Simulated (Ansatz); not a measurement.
# BiH5O5 (Bi(OH)5): the cost of one run

Computed with Ansatz 0.2.0. Level: DFT PBE, plane waves, PAW, molecule in a box with 9 Å of vacuum.

3 further runs of the same task are left out: 2 for a known fault of the program, 1 that didn't finish.

## Step 1: The starting structure

11 atoms, charge 0, spin multiplicity 1.

Bond lengths: Bi1–O2 2.102 Å, Bi1–O4 2.142 Å, Bi1–O6 2.087 Å, Bi1–O8 2.087 Å, Bi1–O10 2.079 Å, O2–H3 0.972 Å, O4–H5 0.971 Å, O6–H7 0.974 Å, O8–H9 0.973 Å, O10–H11 0.974 Å. Angles: O2–Bi1–O4 90.4°, O2–Bi1–O6 122.6°, O2–Bi1–O8 87.5°, O2–Bi1–O10 119.7°, O4–Bi1–O6 90.3°, O4–Bi1–O8 177.8°, O4–Bi1–O10 85.5°, O6–Bi1–O8 91.4°, O6–Bi1–O10 117.6°, O8–Bi1–O10 94.9°, Bi1–O2–H3 106.7°, Bi1–O4–H5 110.8°, Bi1–O6–H7 104.3°, Bi1–O8–H9 104.8°, Bi1–O10–H11 104.4°.

As a file:

| atom | x (Å) | y (Å) | z (Å) |
| --- | --- | --- | --- |
| Bi1 | -0.01843 | 0.01060 | 0.04024 |
| O2 | -0.25682 | -0.05609 | 2.12734 |
| H3 | 0.58924 | -0.36329 | 2.49474 |
| O4 | 2.10703 | -0.13406 | 0.26257 |
| H5 | 2.44568 | 0.58625 | 0.81879 |
| O6 | 0.20082 | 1.80085 | -1.00961 |
| H7 | 1.14897 | 1.83819 | -1.22756 |
| O8 | -2.09727 | 0.12069 | -0.10186 |
| H9 | -2.41786 | -0.07516 | 0.79617 |
| O10 | 0.13818 | -1.76240 | -1.03477 |
| H11 | 1.09341 | -1.95396 | -1.04903 |

Formal oxidation states: Bi +5. An earlier session relaxed this geometry at B3LYP, Bi def2-SVP with ECP60, O def2-SVP, H def2-SVP (singlet, point group C1).

## Step 2: Scalar-relativistic

Input file input.yaml:

```yaml
crystal:
  lattice:
    - [13.86, 0.0, 0.0]
    - [0.0, 12.79, 0.0]
    - [0.0, 0.0, 12.72]
  atoms:
    - { symbol: Bi, position: [0.49779365, 0.50543862, 0.4534434] }
    - { symbol: O, position: [0.48059452, 0.50022439, 0.61752358] }
    - { symbol: H, position: [0.54163781, 0.47620563, 0.64640802] }
    - { symbol: O, position: [0.65114574, 0.49412823, 0.47092296] }
    - { symbol: H, position: [0.67558009, 0.55044644, 0.51465016] }
    - { symbol: O, position: [0.51361328, 0.64541126, 0.37090802] }
    - { symbol: H, position: [0.58202237, 0.64833073, 0.35377358] }
    - { symbol: O, position: [0.34780592, 0.51404535, 0.4422728] }
    - { symbol: H, position: [0.32467532, 0.49873339, 0.51287264] }
    - { symbol: O, position: [0.5090938, 0.3668147, 0.36893003] }
    - { symbol: H, position: [0.57801371, 0.35183737, 0.36780896] }
basis:
  ecutwfc: 420
  ecutrho_ratio: 4
kpoints:
  mp_grid: { grid: [1, 1, 1] }
hamiltonian:
  xc: pbe
scf:
  occupations: { method: gaussian, width: 0.01 }
output:
  forces: true
  eigenvalues: true
  populations: true
```

Command:

```console
ansatz run input.yaml --threads 2 --pin off --max-ram 5120MiB --backend cpu --events-out ev --progress --plain --runs-dir out
```

**Question.** How long does this run take on 2 threads of AMD EPYC 9R45 (Zen 5), shared host, and how much memory does it need?

About 3.1 s, with a peak of 1.2 GiB.
